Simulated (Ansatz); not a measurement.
# CH4InN: a ladder of functionals and wavefunction methods

Aim: compute CH4InN with functionals from several rungs and with coupled cluster. The yardstick is the atomisation energy at the CCSD(T) limit.

The runs use Ansatz 0.2.0, Gaussian basis; functionals in def2-TZVPP, the program's frozen cores in correlated methods.

The runs, in order: LDA (SPW92), PBE-D4, revPBE-D4, BLYP-D4, r2SCAN-D4, B97M-V, PBE0-D4, B3LYP-D4, r2SCANh-D4, r2SCAN0-D4, HSE06-D4, BHLYP-D4, CAM-B3LYP-D4, LC-ωPBE, ωB97X-V, ωB97M-V, B2PLYP, PBE-QIDH; CCSD(T)/def2-SVP; CCSD(T)/def2-TZVPP; MP2/def2-QZVPP; extrapolation to the limit; RPA on PBE.

## Step 1: Structure used throughout

The geometry comes from an earlier relaxation with PBE0-D4 in a triple-zeta def2 set; it is a stationary point, not always the lowest conformer. In takes the def2 core potential; no spin-orbit term is included.

7 atoms, charge 0, spin multiplicity 1.

Atoms are counted from 1 here; the program's logs count them from 0.

Bond lengths: C1–N2 1.260 Å, C1–H4 1.102 Å, C1–H5 1.107 Å, N2–In3 2.087 Å, In3–H6 1.730 Å, In3–H7 1.713 Å. Angles: N2–C1–H4 120.1°, N2–C1–H5 125.9°, H4–C1–H5 114.0°, C1–N2–In3 116.5°, N2–In3–H6 113.3°, N2–In3–H7 117.5°, H6–In3–H7 129.1°.

## Step 2: LDA

This LDA is Slater exchange with PW92 correlation.

Input file in.yaml:

```yaml
crystal:
  periodic: [false, false, false]
  atoms:
    - {symbol: C, position_ang: [-1.191253, -0.233333, -0.750514]}
    - {symbol: N, position_ang: [-0.011860, -0.675383, -0.753233]}
    - {symbol: In, position_ang: [1.285775, 0.126616, 0.671374]}
    - {symbol: H, position_ang: [-1.926141, -0.615485, -1.477547]}
    - {symbol: H, position_ang: [-1.595041, 0.536090, -0.064712]}
    - {symbol: H, position_ang: [0.542596, 1.318463, 1.681775]}
    - {symbol: H, position_ang: [2.895926, -0.456958, 0.692837]}
basis:
  gaussian: {orbitals: def2-TZVPP}
hamiltonian: {xc: lda}
output: {orbitals: {seedname: orbitals}}
```

Started as:

```sh
$ ansatz run in.yaml --threads 2 --pin off --events-out ev --progress --plain --max-ram 4352MiB
```

The runs that follow: PBE-D4 (GGA); revPBE-D4 (GGA); BLYP-D4 (GGA); r2SCAN-D4 (meta-GGA); B97M-V (meta-GGA); PBE0-D4 (hybrid); B3LYP-D4 (hybrid); r2SCANh-D4 (hybrid); r2SCAN0-D4 (hybrid); HSE06-D4 (hybrid); BHLYP-D4 (hybrid); CAM-B3LYP-D4 (range-separated); LC-ωPBE (range-separated); ωB97X-V (range-separated); ωB97M-V (range-separated); B2PLYP (double hybrid); PBE-QIDH (double hybrid); CCSD(T) in def2-SVP; CCSD(T) in def2-TZVPP; MP2 in def2-QZVPP; RPA on PBE orbitals.

**Question.** What will the summary of the whole plan be? Wanted: atomisation energy, CCSD(T)/CBS; farthest beyond LDA; mean size of error, GGA; mean size of error, meta-GGA; mean size of error, hybrid; mean size of error, range-separated; mean size of error, double hybrid; gap, smallest and largest; T1 diagnostic.

**Answer**, as computed:

```
                               quantity                                                                                                        value
        atomisation energy, CCSD(T)/CBS                                                                                                2094.4 kJ/mol
 functionals within 20.9 kJ/mol (1.0 %)  revPBE-D4, BLYP-D4, r2SCAN-D4, B97M-V, PBE0-D4, B3LYP-D4, HSE06-D4, CAM-B3LYP-D4, LC-ωPBE, ωB97X-V, ωB97M-V
                    farthest beyond LDA                                                                                      BHLYP-D4 (-80.4 kJ/mol)
                mean size of error, GGA                                                                                                  20.9 kJ/mol
           mean size of error, meta-GGA                                                                                                  12.3 kJ/mol
             mean size of error, hybrid                                                                                                  32.8 kJ/mol
    mean size of error, range-separated                                                                                                   9.6 kJ/mol
      mean size of error, double hybrid                                                                                                  34.5 kJ/mol
              gap, smallest and largest                                                                     2.20 eV (LDA (SPW92)), 8.94 eV (LC-ωPBE)
                          T1 diagnostic                                                                                                       0.0151
triples share of the correlation energy                                                                                                        3.8 %
```

In words: LDA overbinds by 322.0 kJ/mol (15 %). PBE-D4 is off by +41.3 kJ/mol. Double hybrids carry the basis error of their MP2 part in triple zeta, and no dispersion term here, so their miss is partly the set-up's. The rungs range-separated, meta-GGA, GGA miss on average by less than the doubt on the reference (20.9 kJ/mol), so they tie. Misses under about 20.9 kJ/mol are within the doubt on the reference itself, which lacks core-valence correlation, spin-orbit coupling and higher excitations, and its outer-core shells are covered unevenly. All levels share the lack of spin-orbit coupling, which lowers the free heavy atoms and so the true binding. Hartree-Fock recovers 66 % of the binding; the rest is correlation. CCSD(T) in def2-SVP is off by -143.5 kJ/mol, which most functionals beat. Orbital gaps span 2.2 to 8.9 eV; exact exchange widens them. Correlated methods include outer-core shells of In, which these sets cover unevenly.
